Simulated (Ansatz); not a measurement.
**C₂H₅FZn: a ladder of functionals and wavefunction methods**

The task here is to estimate one member of a computed series from the others.

The runs use Ansatz 0.2.0, Gaussian basis; functionals in def2-TZVPP, the program's frozen cores in correlated methods.

Plan: LDA (SPW92), PBE-D4, revPBE-D4, BLYP-D4, r2SCAN-D4, B97M-V, PBE0-D4, B3LYP-D4, r2SCANh-D4, r2SCAN0-D4, HSE06-D4, BHLYP-D4, CAM-B3LYP-D4, LC-ωPBE, ωB97X-V, ωB97M-V, B2PLYP, PBE-QIDH; CCSD(T)/def2-SVP; CCSD(T)/def2-TZVPP; MP2/def2-QZVPP; extrapolation to the limit; RPA on PBE.

## The relaxed structure

An earlier PBE0-D4 in a triple-zeta def2 set relaxation fixed the geometry.

SMILES `C[CH2][Zn][F]`, 9 atoms, charge 0, spin multiplicity 1.

Atoms are counted from 1 here; the program's logs count them from 0.

Bond lengths: C1–C2 1.526 Å, C1–H5 1.093 Å, C1–H6 1.095 Å, C1–H7 1.093 Å, C2–Zn3 1.928 Å, C2–H8 1.094 Å, C2–H9 1.094 Å, Zn3–F4 1.757 Å. Angles: C2–C1–H5 112.1°, C2–C1–H6 111.1°, C2–C1–H7 112.1°, H5–C1–H6 107.1°, H5–C1–H7 107.2°, H6–C1–H7 107.1°, C1–C2–Zn3 115.3°, C1–C2–H8 110.5°, C1–C2–H9 110.5°, Zn3–C2–H8 107.0°, Zn3–C2–H9 107.0°, H8–C2–H9 106.0°, C2–Zn3–F4 179.9°.

The first run:

in.yaml reads:

```yaml
crystal:
  periodic: [false, false, false]
  atoms:
    - {symbol: C, position_ang: [-0.348242, 1.090720, -0.034207]}
    - {symbol: C, position_ang: [-0.045893, -0.275777, 0.575226]}
    - {symbol: Zn, position_ang: [0.696214, -1.573523, -0.642116]}
    - {symbol: F, position_ang: [1.372678, -2.758467, -1.749047]}
    - {symbol: H, position_ang: [-1.073486, 1.025577, -0.848695]}
    - {symbol: H, position_ang: [-0.765455, 1.771866, 0.714478]}
    - {symbol: H, position_ang: [0.547963, 1.567461, -0.438122]}
    - {symbol: H, position_ang: [0.658525, -0.177658, 1.406930]}
    - {symbol: H, position_ang: [-0.953703, -0.716501, 0.998552]}
basis:
  gaussian: {orbitals: def2-TZVPP}
hamiltonian: {xc: lda}
output: {orbitals: {seedname: orbitals}}
```

Run with:

```
> ansatz run in.yaml --threads 4 --pin off --events-out ev --progress --plain --max-ram 10444MiB
```

Steps of the session up to this table: LDA; PBE-D4 (GGA); revPBE-D4 (GGA); BLYP-D4 (GGA); r2SCAN-D4 (meta-GGA); B97M-V (meta-GGA); B3LYP-D4 (hybrid); r2SCANh-D4 (hybrid); r2SCAN0-D4 (hybrid); HSE06-D4 (hybrid); BHLYP-D4 (hybrid); CAM-B3LYP-D4 (range-separated); LC-ωPBE (range-separated); ωB97X-V (range-separated); ωB97M-V (range-separated); B2PLYP (double hybrid); PBE-QIDH (double hybrid).

One table of the session follows, with a row left open; its other results are not shown here.

It belongs to the step «Frontier levels by functional». 

```
  functional  HOMO (eV)  gap (eV)
 LDA (SPW92)      -7.16      5.61
      PBE-D4      -6.95      5.61
   revPBE-D4      -6.87      5.62
     BLYP-D4          ?         ?
   r2SCAN-D4      -7.14      6.15
      B97M-V      -7.15      5.85
     PBE0-D4      -8.06      7.57
    B3LYP-D4      -7.92      7.09
  r2SCANh-D4      -7.56      6.87
  r2SCAN0-D4      -8.20      7.94
    HSE06-D4      -7.66      6.80
    BHLYP-D4      -9.13      9.28
CAM-B3LYP-D4      -9.45      9.77
     LC-ωPBE     -10.75     12.34
     ωB97X-V     -10.37     11.76
     ωB97M-V     -10.28     11.30
```

**Question.** Estimate the row for BLYP-D4.

Worked estimate for «HOMO (eV)». Against the share of exact exchange, B3LYP-D4 (0.2, -7.92), BHLYP-D4 (0.5, -9.13) give a slope of -4.03 per unit share; at 0 the line stands at -7.11.

**Answer.** HOMO (eV): -6.87; gap (eV): 5.53. In «HOMO (eV)» the line misses by -0.24.
